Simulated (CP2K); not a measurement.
Runs of CP2K 2026.2 on RuAu. All rows change the cell; the cell of one of them follows. Symmetry: P4/mmm, No. 123, tetragonal system. Conventional cell: a = 3.165 Å, b = 3.165 Å, c = 3.291 Å, α = 90.00°, β = 90.00°, γ = 90.00°. Ru (site symmetry 4/mmm) has 8 Au at 2.78 Å and 4 Ru at 3.16 Å as nearest neighbours. Au (site symmetry 4/mmm) is surrounded by 8 Ru at 2.78 Å and 4 Au at 3.16 Å. The cell was built by a generator and needn't be a form met in nature.

```csv
cell,gap on the mesh (eV),pressure (GPa)
strain_c = 0.04,none,-2.8
strain_c = 0.02,none,1.0
strain_c = -0.02,none,(b)
strain_c = 0,none,(a)
strain_c = -0.04,none,15.6
strain_c = 0.06,none,-6.2
```

Alike in all rows: task single point; level PBE; potentials or basis POTENTIAL_UZH Ru GTH-PBE-q16, Au GTH-PBE-q11; TZVP-MOLOPT-PBE-GTH basis; no spin polarisation; k mesh 8 × 8 × 8; smearing fermi-dirac 0.05 eV.

Task: Estimate the missing entries.

Result: (a) 5.3; (b) 10.1.

Caveats: the basis of atomic orbitals isn't converged, which shifts pressures, moduli and gaps.

A k mesh can miss the band edges, and the runs leave out spin-orbit coupling on Au, Ru.

A gap of «none» marks a metal or a gap under the smearing width.
